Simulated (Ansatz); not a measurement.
**LaRe (CsCl type): how the settings move a single-point run**

Question: which choices in the input matter for LaRe (CsCl type)?

Computed with Ansatz 0.2.0 (reference: DFT PBE, scalar-relativistic, plane waves, PAW, unless a step's input says otherwise).

1 further run of the same task is left out (it didn't finish). Runs told in other sessions of the task aren't counted.

## Step 1: Starting point

The structure is cubic, space group Pm-3m (No. 221). The conventional cell has a = 3.584 Å, b = 3.584 Å, c = 3.584 Å, α = 90.00°, β = 90.00°, γ = 90.00°. La (site symmetry m-3m) has 8 Re at 3.10 Å in its first shell of neighbours. Around Re (site symmetry m-3m) lie 8 La at 3.10 Å.

As a file:

```
CELL_PARAMETERS angstrom
3.58355 0.00000 0.00000
0.00000 3.58355 0.00000
0.00000 0.00000 3.58355
ATOMIC_POSITIONS crystal
La 0.00000 0.00000 0.00000
Re 0.50000 0.50000 0.50000
```

## Step 2: The reference run

The input, input.yaml:

```yaml
crystal:
  lattice:
    - [3.5835543759, 0.0, 0.0]
    - [0.0, 3.5835543759, 0.0]
    - [0.0, 0.0, 3.5835543759]
  atoms:
    - { symbol: La, position: [0.0, 0.0, 0.0] }
    - { symbol: Re, position: [0.5, 0.5, 0.5] }
basis:
  ecutwfc: 420
  ecutrho_ratio: 4
kpoints:
  mp_grid: { grid: [10, 10, 10] }
hamiltonian:
  xc: pbe
scf:
  occupations: { method: gaussian, width: 0.05 }
output:
  forces: true
  stress: true
  eigenvalues: true
```

Command:

```bash
$ ansatz run input.yaml --threads 2 --pin off --max-ram 2662MiB --backend cpu --events-out ev --progress --plain --runs-dir out
```

## Step 3: Changing settings: basis.precision f64, hubbard.sites [{species: Re, l: d, u_eff: 6.0}], hubbard.double_counting fll, eigensolver.kind davidson

Edit input.yaml of step 2 so:

```diff
@@ -11,2 +11,3 @@
   ecutrho_ratio: 4
+  precision: f64
 kpoints:
@@ -15,4 +16,6 @@
   xc: pbe
+  hubbard: { sites: [{ species: Re, l: d, u_eff: 6.0 }], double_counting: fll }
 scf:
   occupations: { method: gaussian, width: 0.05 }
+  eigensolver: { kind: davidson }
 output:
@@ -20,2 +23 @@
   stress: true
-  eigenvalues: true
```

## Step 4: Variant: pseudopotentials.kind nc, dr2_threshold 0.0001, mixing.algorithm anderson, mixing.beta 0.2, mixing.ndim 4

Edit input.yaml of step 2 so:

```diff
@@ -15,4 +15,7 @@
   xc: pbe
+  pseudopotentials: { kind: nc }
 scf:
   occupations: { method: gaussian, width: 0.05 }
+  convergence: { dr2_threshold: 0.0001 }
+  mixing: { algorithm: anderson, beta: 0.2, ndim: 4 }
 output:
@@ -20,2 +23,5 @@
   stress: true
-  eigenvalues: true
+  write_density: true
+  write_potential: true
+  elf: true
+  volumetric_format: npy
```

## Step 5: Variant: occupations.method fermi_dirac, occupations.width 0.025, n_extra_bands 16

Edit input.yaml of step 2 so:

```diff
@@ -16,3 +16,4 @@
 scf:
-  occupations: { method: gaussian, width: 0.05 }
+  occupations: { method: fermi_dirac, width: 0.025 }
+  n_extra_bands: 16
 output:
@@ -20,2 +21 @@
   stress: true
-  eigenvalues: true
```

## Step 6: Changed: chi_scale 0.3

Edit input.yaml of step 2 so:

```diff
@@ -17,2 +17,3 @@
   occupations: { method: gaussian, width: 0.05 }
+  initial_density: { chi_scale: 0.3 }
 output:
@@ -20,2 +21 @@
   stress: true
-  eigenvalues: true
```

What does the calculation give? Wanted: for each run, ending; energy change; pressure; gap; force.

As calculated:

| run | ending | energy change | pressure (GPa) | gap (eV) | force (eV/Å) | cycles | time |
| --- | --- | --- | --- | --- | --- | --- | --- |
| reference | converged | 0 | 0.0 | 0.00 | 0.00 | 6 | 1.2 s |
| 1: basis.precision f64, hubbard.sites [{species: Re, l: d, u_eff: 6.0}], hubbard.double_counting fll, eigensolver.kind davidson | converged | +2.99 eV/atom (Hubbard term changed: no physical gain or loss) | 9.5 | 0.00 | 0.00 | 12 | 3.4 s |
| 2: pseudopotentials.kind nc, dr2_threshold 0.0001, mixing.algorithm anderson, mixing.beta 0.2, mixing.ndim 4 | converged | not comparable | 3.0 | 0.00 | 0.00 | 8 | 1.7 s |
| 3: occupations.method fermi_dirac, occupations.width 0.025, n_extra_bands 16 | converged | 0.0 meV/atom (σ→0) | 0.0 | 0.00 | 0.00 | 6 | 1.4 s |
| 4: chi_scale 0.3 | converged | 0.0 meV/atom | 0.0 | 0.00 | 0.00 | 10 | 1.7 s |

Times don't compare one to one where runs were asked for different outputs or read a saved state (see the inputs); cycles may leave out searches for a lower state.

Residual by cycle in the longest SCF loop of each run; runs are numbered as in the table. The quantity is the density residual dr2, in eV.

```csv
cycle,reference,run 1,run 2,run 3,run 4
1,0.0331,7.88,7.96,0.0324,104
2,0.00278,0.22,2.56,0.0103,2.29
3,8.9e-4,0.388,0.0504,5.8e-5,0.351
4,1.7e-5,0.0941,0.0227,4.6e-6,0.0382
5,9.7e-7,0.148,9.4e-4,3.3e-7,0.00211
6,3.2e-8,0.0544,4.1e-4,5.2e-9,9.6e-4
7,-,0.0233,4.1e-5,-,1.9e-4
8,-,0.00416,5.7e-6,-,2.7e-5
9,-,4.9e-4,-,-,6.3e-7
10,-,9.7e-6,-,-,3.6e-10
11,-,3.8e-7,-,-,-
12,-,1.1e-8,-,-,-
```

Of the converged runs whose energies compare with the reference's, none moves it noticeably. Run 2 ran under the cutoff that the potentials recommend, as the log warns, so basis error is mixed into its values, and swamps them where the cutoff is far short. A changed U is a change of model: its shifts are not errors of convergence.
